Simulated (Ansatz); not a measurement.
**SnTe: a single-point run**

Aim: a sound single-point run of SnTe. The structure is shown as the input types it.

Program: Ansatz 0.2.0. Level of theory: density functional or hybrid calculation with the settings of its input, plane waves (as first typed). These are calculated values, not measurements.

4 further runs of the same task are left out: 4 that didn't finish.

## Step 1: The system as given

It takes space group Fm-3m (No. 225, cubic). The conventional cell has a = 6.379 Å, b = 6.379 Å, c = 6.379 Å, α = 90.00°, β = 90.00°, γ = 90.00°. Sn (site symmetry m-3m) has 6 Te at 3.19 Å as nearest neighbours. Te (site symmetry m-3m) has 6 Sn at 3.19 Å as nearest neighbours.

Coordinates:

```xyz
2
Lattice="0.0000 3.1893 3.1893 3.1893 0.0000 3.1893 3.1893 3.1893 0.0000" Properties=species:S:1:pos:R:3 pbc="T T T"
Sn    0.0000    0.0000    0.0000
Te    3.1893    3.1893    3.1893
```

## Step 2: Running it

File input.yaml:

```yaml
crystal:
  lattice:
    - [0.0, 3.1893300331, 3.1893300331]
    - [3.1893300331, 0.0, 3.1893300331]
    - [3.1893300331, 3.1893300331, 0.0]
  atoms:
    - { symbol: Sn, position: [0.0, 0.0, 0.0] }
    - { symbol: Te, position: [0.5, 0.5, 0.5] }
kpoints:
  mp_grid: { grid: [6, 6, 6] }
hamiltonian:
  xc: pbe
scf:
  occupations: { method: fermi_dirac, width: 0.02 }
  n_extra_bands: 4
  mixing: { beta: 0.005 }
  max_iter: 78
output:
  forces: true
  stress: true
  eigenvalues: true
```

The run is started by

```
$ ansatz run input.yaml --threads 4 --pin off --max-ram 3686MiB --backend cpu --events-out ev --progress --plain --runs-dir out
```

**Question.** How will this run end, and is anything wrong with its input?

The run converged and reported no error. That alone doesn't make the input a sound one.

In the input, scf.mixing.beta is 0.005. What could go wrong: mixing too weak. Here it converged all the same; such a setting changes the road, not the converged state.

Run again and compare: delete scf.mixing.beta (the default then holds).
